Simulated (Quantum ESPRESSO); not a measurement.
# MoSe (P3m1) in Quantum ESPRESSO: convergence with SCF threshold

Aim: find how far SCF threshold must go before the results for MoSe settle, at PBE. This setting moves, with any that are tied to it; all else stays.

Program: Quantum ESPRESSO 7.5. These are calculated values, not measurements. Logs are shortened: lines on timing, memory, paths and dates and some standing lists are left out, and cuts for length are marked.

## 1. The structure

The structure is trigonal, space group P3m1 (No. 156). The conventional cell has a = 3.471 Å, b = 3.471 Å, c = 4.373 Å, α = 90.00°, β = 90.00°, γ = 120.00°. Around Mo (site symmetry 3m) lie 3 Se at 2.04 Å. Se (site symmetry 3m) has 3 Mo at 2.04 Å as nearest neighbours.

The cell was built by a generator and needn't be a form met in nature.

## 2. With SCF threshold 0.001 Ry

pw.in

```
&CONTROL
  calculation = 'scf'
  prefix = 'pwscf'
  outdir = './tmp'
  pseudo_dir = './pseudo'
  tprnfor = .true.
  tstress = .true.
  disk_io = 'nowf'
/
&SYSTEM
  ibrav = 0
  nat = 2
  ntyp = 2
  ecutwfc = 86
  nbnd = 22
  occupations = 'smearing'
  smearing = 'gaussian'
  degauss = 0.00999582
/
&ELECTRONS
  conv_thr = 0.001
  electron_maxstep = 120
  mixing_beta = 0.5
/
ATOMIC_SPECIES
Mo    95.9500 Mo.upf
Se    78.9710 Se.upf
CELL_PARAMETERS angstrom
   3.4706685900    0.0000000000    0.0000000000
  -1.7353343000    3.0056871700    0.0000000000
   0.0000000000    0.0000000000    4.3727953400
ATOMIC_POSITIONS crystal
Mo     0.6666666700    0.3333333300    0.0254445500
Se     0.3333333300    0.6666666700    0.1184304700
K_POINTS automatic
9 9 6 0 0 0
```

Potentials or basis: PseudoDojo 0.5 SR PBE standard.

Run with:

```sh
$ OMP_NUM_THREADS=1 pw.x -in pw.in > pw.out
```

Run time: 34 s. Hardware: 1 thread of Arm Neoverse V2, shared host; peak memory 0.14 GiB.

Results:

| Quantity | Value |
| --- | --- |
| Free energy | -5204.8239 eV |
| Pressure | 71.2 GPa |
| Largest force | 6.108 eV/Å |
| Band gap on the k mesh | none (metal or under the smearing width) |

## 3. With SCF threshold 0.0001 Ry

pw.in: that of step 2 with these lines changed.

```diff
@@ -20,3 +20,3 @@
 &ELECTRONS
-  conv_thr = 0.001
+  conv_thr = 0.0001
   electron_maxstep = 120
```

Potentials or basis: PseudoDojo 0.5 SR PBE standard.

Run with:

```sh
$ OMP_NUM_THREADS=1 pw.x -in pw.in > pw.out
```

Wall time 41 s (1 thread of Arm Neoverse V2, shared host); peak memory 0.14 GiB.

What came out:

| Quantity | Value |
| --- | --- |
| Free energy | -5204.8281 eV |
| Pressure | 70.0 GPa |
| Largest force | 6.194 eV/Å |
| Band gap on the k mesh | none (metal or under the smearing width) |

## 4. With SCF threshold 1e-05 Ry

pw.in: that of step 3 with these lines changed.

```diff
@@ -20,3 +20,3 @@
 &ELECTRONS
-  conv_thr = 0.0001
+  conv_thr = 1d-05
   electron_maxstep = 120
```

Run with:

```sh
$ OMP_NUM_THREADS=1 pw.x -in pw.in > pw.out
```

Run time: 45 s. Hardware: 1 thread of Arm Neoverse V2, shared host; peak memory 0.14 GiB.

Results:

- Free energy: -5204.8282 eV
- Pressure: 69.9 GPa
- Largest force: 6.183 eV/Å
- Band gap on the k mesh: none (metal or under the smearing width)

## 5. With SCF threshold 1e-06 Ry

pw.in: that of step 4 with these lines changed.

```diff
@@ -20,3 +20,3 @@
 &ELECTRONS
-  conv_thr = 1d-05
+  conv_thr = 1d-06
   electron_maxstep = 120
```

Run with:

```sh
$ OMP_NUM_THREADS=1 pw.x -in pw.in > pw.out
```

Run time: 51 s. Hardware: 1 thread of Arm Neoverse V2, shared host; peak memory 0.14 GiB.

Results:

| Property | Result |
| --- | --- |
| Free energy | -5204.8282 eV |
| Pressure | 69.9 GPa |
| Largest force | 6.178 eV/Å |
| Band gap on the k mesh | none (metal or under the smearing width) |

## 6. With SCF threshold 1e-07 Ry

pw.in: that of step 5 with these lines changed.

```diff
@@ -20,3 +20,3 @@
 &ELECTRONS
-  conv_thr = 1d-06
+  conv_thr = 1d-07
   electron_maxstep = 120
```

Potentials or basis: PseudoDojo 0.5 SR PBE standard.

Run with:

```sh
$ OMP_NUM_THREADS=1 pw.x -in pw.in > pw.out
```

Run time: 56 s. Hardware: 1 thread of Arm Neoverse V2, shared host; peak memory 0.14 GiB.

It converged, with:

```
Free energy            : -5204.8282 eV
Pressure               : 69.9 GPa
Largest force          : 6.183 eV/Å
Band gap on the k mesh : none (metal or under the smearing width)
```

## 7. With SCF threshold 1e-08 Ry

pw.in: that of step 6 with these lines changed.

```diff
@@ -20,3 +20,3 @@
 &ELECTRONS
-  conv_thr = 1d-07
+  conv_thr = 1d-08
   electron_maxstep = 120
```

Run with:

```sh
$ OMP_NUM_THREADS=1 pw.x -in pw.in > pw.out
```

It took 62 s on 1 thread of Arm Neoverse V2, shared host; peak memory 0.14 GiB.

The run converged. Its results:

```
Free energy            : -5204.8282 eV
Pressure               : 69.9 GPa
Largest force          : 6.184 eV/Å
Band gap on the k mesh : none (metal or under the smearing width)
```

## 8. With SCF threshold 1e-10 Ry

pw.in: that of step 7 with these lines changed.

```diff
@@ -20,3 +20,3 @@
 &ELECTRONS
-  conv_thr = 1d-08
+  conv_thr = 1d-10
   electron_maxstep = 120
```

Run with:

```sh
$ OMP_NUM_THREADS=1 pw.x -in pw.in > pw.out
```

It took 67 s on 1 thread of Arm Neoverse V2, shared host; peak memory 0.14 GiB.

The run converged. Its results:

| Property | Result |
| --- | --- |
| Free energy | -5204.8282 eV |
| Pressure | 69.9 GPa |
| Largest force | 6.183 eV/Å |
| Band gap on the k mesh | none (metal or under the smearing width) |

## 9. With SCF threshold 1e-12 Ry

pw.in: that of step 8 with these lines changed.

```diff
@@ -20,3 +20,3 @@
 &ELECTRONS
-  conv_thr = 1d-10
+  conv_thr = 1d-12
   electron_maxstep = 120
```

Potentials or basis: PseudoDojo 0.5 SR PBE standard.

Run with:

```sh
$ OMP_NUM_THREADS=1 pw.x -in pw.in > pw.out
```

pw.out:

```text
This program is part of the open-source Quantum ESPRESSO suite
     for quantum simulation of materials; please cite
[... 9 lines left out ...]
     --------------------
     sticks:   dense  smooth     PW     G-vecs:    dense   smooth      PW
     Sum        1027    1027    301                33199    33199    5235

     Using Slab Decomposition

     bravais-lattice index     =            0
     lattice parameter (alat)  =       6.5586  a.u.
     unit-cell volume          =     307.8312 (a.u.)^3
     number of atoms/cell      =            2
     number of atomic types    =            2
     number of electrons       =        30.00
     number of Kohn-Sham states=           22
     kinetic-energy cutoff     =      86.0000  Ry
     charge density cutoff     =     344.0000  Ry
     scf convergence threshold =      1.0E-12
     mixing beta               =       0.5000
     number of iterations used =            8  plain     mixing
     Exchange-correlation= PBE
                           (   1   4   3   4   0   0   0)

     celldm(1)=   6.558613  celldm(2)=   0.000000  celldm(3)=   0.000000
     celldm(4)=   0.000000  celldm(5)=   0.000000  celldm(6)=   0.000000

     crystal axes: (cart. coord. in units of alat)
               a(1) = (   1.000000   0.000000   0.000000 )
               a(2) = (  -0.500000   0.866025   0.000000 )
               a(3) = (   0.000000   0.000000   1.259929 )

     reciprocal axes: (cart. coord. in units 2 pi/alat)
               b(1) = (  1.000000  0.577350 -0.000000 )
               b(2) = (  0.000000  1.154701  0.000000 )
               b(3) = (  0.000000 -0.000000  0.793696 )

     PseudoPot. # 1 for Mo read from file:
     Mo.upf
     Pseudo is Norm-conserving + core correction, Zval = 14.0
     Generated using ONCVPSP code by D. R. Hamann
     Using radial grid of 1640 points,  6 beta functions with:
                l(1) =   0
                l(2) =   0
                l(3) =   1
                l(4) =   1
                l(5) =   2
                l(6) =   2

     PseudoPot. # 2 for Se read from file:
     Se.upf
     Pseudo is Norm-conserving + core correction, Zval = 16.0
     Generated using ONCVPSP code by D. R. Hamann
     Using radial grid of 1214 points,  6 beta functions with:
                l(1) =   0
                l(2) =   0
                l(3) =   1
                l(4) =   1
                l(5) =   2
                l(6) =   2

     atomic species   valence    mass     pseudopotential
     Mo               14.00    95.95000     Mo( 1.00)
     Se               16.00    78.97100     Se( 1.00)

      6 Sym. Ops. (no inversion) found

   Cartesian axes

     site n.     atom                  positions (alat units)
         1        Mo     tau(   1) = (   0.5000000   0.2886751   0.0320583  )
         2        Se     tau(   2) = (  -0.0000000   0.5773503   0.1492140  )

     number of k points=    62  Gaussian smearing, width (Ry)=  0.0100
                       cart. coord. in units 2pi/alat
        k(    1) = (   0.0000000   0.0000000   0.0000000), wk =   0.0041152
        k(    2) = (   0.0000000   0.0000000   0.1322826), wk =   0.0082305
        k(    3) = (   0.0000000   0.0000000   0.2645652), wk =   0.0082305
        k(    4) = (   0.0000000   0.0000000  -0.3968478), wk =   0.0041152
        k(    5) = (   0.0000000   0.1283001   0.0000000), wk =   0.0246914
        k(    6) = (   0.0000000   0.1283001   0.1322826), wk =   0.0246914
[... 54 lines left out ...]
        k(   61) = (  -0.2222222  -0.5132002   0.1322826), wk =   0.0493827
        k(   62) = (  -0.2222222  -0.5132002   0.2645652), wk =   0.0493827

     Dense  grid:    33199 G-vectors     FFT dimensions: (  40,  40,  50)

     Initial potential from superposition of free atoms

     starting charge      29.9985, renormalised to      30.0000
     Starting wfcs are   19 randomized atomic wfcs +    3 random wfcs

     Self-consistent Calculation

     iteration #  1     ecut=    86.00 Ry     beta= 0.50
     Davidson diagonalization with overlap
     ethr =  1.00E-02,  avg # of iterations =  6.1

     Threshold (ethr) on eigenvalues was too large:
     Diagonalizing with lowered threshold

     Davidson diagonalization with overlap
     ethr =  3.50E-04,  avg # of iterations =  2.9

     total energy              =    -382.52486127 Ry
     estimated scf accuracy    <       0.11235718 Ry

     iteration #  2     ecut=    86.00 Ry     beta= 0.50
     Davidson diagonalization with overlap
     ethr =  3.75E-04,  avg # of iterations =  2.6

     total energy              =    -382.54610758 Ry
     estimated scf accuracy    <       0.01075857 Ry

     iteration #  3     ecut=    86.00 Ry     beta= 0.50
     Davidson diagonalization with overlap
     ethr =  3.59E-05,  avg # of iterations =  4.6

     total energy              =    -382.54741692 Ry
     estimated scf accuracy    <       0.00207913 Ry
[... 47 lines left out ...]
     total energy              =    -382.54781488 Ry
     estimated scf accuracy    <          4.9E-11 Ry

     iteration # 11     ecut=    86.00 Ry     beta= 0.50
     Davidson diagonalization with overlap
     ethr =  1.62E-13,  avg # of iterations =  3.1

     total energy              =    -382.54781488 Ry
     estimated scf accuracy    <          3.4E-12 Ry

     iteration # 12     ecut=    86.00 Ry     beta= 0.50
     Davidson diagonalization with overlap
     ethr =  1.00E-13,  avg # of iterations =  1.0

     End of self-consistent calculation

          k = 0.0000 0.0000 0.0000 (  4177 PWs)   bands (ev):

   -48.6838 -37.6325 -37.6325 -37.4912 -37.4829 -37.4829 -23.2321 -23.2321
   -22.6466  -3.9244   5.0817   5.0817   6.8733  10.6940  11.5675  11.5675
    15.9938  18.6242  19.7462  19.7462  23.2406  23.2407

          k = 0.0000 0.0000 0.1323 (  4159 PWs)   bands (ev):

   -48.6838 -37.6325 -37.6325 -37.4912 -37.4829 -37.4829 -23.2321 -23.2321
   -22.6480  -3.9050   5.0864   5.0864   6.6651  11.0238  11.5357  11.5357
    16.0805  18.6081  19.7421  19.7421  22.6786  23.2849

          k = 0.0000 0.0000 0.2646 (  4152 PWs)   bands (ev):

   -48.6837 -37.6325 -37.6325 -37.4911 -37.4829 -37.4829 -23.2319 -23.2319
   -22.6507  -3.8655   5.0958   5.0958   6.3067  11.4735  11.4735  11.6856
    16.3328  18.0814  19.7107  19.7107  22.5741  23.4172
[... 343 lines left out ...]
          k =-0.2222-0.5132 0.1323 (  4138 PWs)   bands (ev):

   -48.6660 -37.6176 -37.5772 -37.5108 -37.4844 -37.4829 -23.5996 -23.4082
   -22.6090  -2.3933   5.8074   6.6750   7.5674   9.8216  11.2452  11.3694
    13.6758  15.0805  17.4343  19.6738  20.4593  22.6067

          k =-0.2222-0.5132 0.2646 (  4137 PWs)   bands (ev):

   -48.6659 -37.6176 -37.5772 -37.5107 -37.4844 -37.4829 -23.5992 -23.4080
   -22.6113  -2.3683   5.7916   6.4984   7.5168   9.8317  11.2577  11.8610
    13.9269  14.9749  16.4282  19.3486  21.2426  23.4466

     the Fermi energy is    11.4374 ev

!    total energy              =    -382.54781488 Ry
     estimated scf accuracy    <          2.2E-13 Ry
     smearing contrib. (-TS)   =      -0.00300023 Ry
     internal energy E=F+TS    =    -382.54481465 Ry

     The total energy is F=E-TS. E is the sum of the following terms:
     one-electron contribution =    -258.83531690 Ry
     hartree contribution      =     137.85191039 Ry
     xc contribution           =     -69.70699809 Ry
     ewald contribution        =    -191.85441004 Ry

     convergence has been achieved in  12 iterations

     Forces acting on atoms (cartesian axes, Ry/au):

     atom    1 type  1   force =     0.00000000    0.00000000   -0.24049842
     atom    2 type  2   force =     0.00000000    0.00000000    0.24049842

     Total force =     0.340116     Total SCF correction =     0.000001

     Computing stress (Cartesian axis) and pressure

          total   stress  (Ry/bohr**3)                   (kbar)     P=      698.95
   0.00705983   0.00000000   0.00000000         1038.54        0.00        0.00
   0.00000000   0.00705983   0.00000000            0.00     1038.54        0.00
   0.00000000   0.00000000   0.00013453            0.00        0.00       19.79

=------------------------------------------------------------------------------=
   JOB DONE.
=------------------------------------------------------------------------------=
```

Wall time 78 s (1 thread of Arm Neoverse V2, shared host); peak memory 0.14 GiB.

What came out:

- Free energy: -5204.8282 eV
- Pressure: 69.9 GPa
- Largest force: 6.183 eV/Å
- Band gap on the k mesh: none (metal or under the smearing width)

## 10. The series at a glance

| SCF threshold | energy less the tightest run, at zero smearing (meV/atom) | pressure (GPa) | largest force (eV/Å) | SCF cycles | CPU time (s) | peak memory (GiB) |
| --- | --- | --- | --- | --- | --- | --- |
| 0.001 Ry | 1.99 | 71.18 | 6.108 | 4 | 34 | 0.14 |
| 0.0001 Ry | 0.03 | 70.03 | 6.194 | 5 | 41 | 0.14 |
| 1e-05 Ry | 0.01 | 69.93 | 6.183 | 6 | 45 | 0.14 |
| 1e-06 Ry | 0.00 | 69.94 | 6.178 | 7 | 51 | 0.14 |
| 1e-07 Ry | 0.00 | 69.90 | 6.183 | 8 | 56 | 0.14 |
| 1e-08 Ry | 0.00 | 69.89 | 6.184 | 9 | 62 | 0.14 |
| 1e-10 Ry | 0.00 | 69.90 | 6.183 | 10 | 67 | 0.14 |
| 1e-12 Ry | 0.00 | 69.90 | 6.183 | 12 | 78 | 0.14 |

Against the tightest run, the energy stays within 1 meV/atom from 0.0001 Ry on; the pressure stays within 0.1 GPa from 1e-05 Ry on; the largest force stays within 0.005 eV/Å from 1e-07 Ry on. The tightest run that finished is the yardstick and may itself not be fully converged.

Caveats: a pressure of tens of GPa on the cell as given is suspect, and the run, the potentials or the cell itself is likely at fault; this functional lacks dispersion, which binds the layers, so the pressure and a relaxed spacing across them are unreliable; forces of over 1 eV/Å show positions far from the minimum, so gaps and moduli don't describe the material at rest.
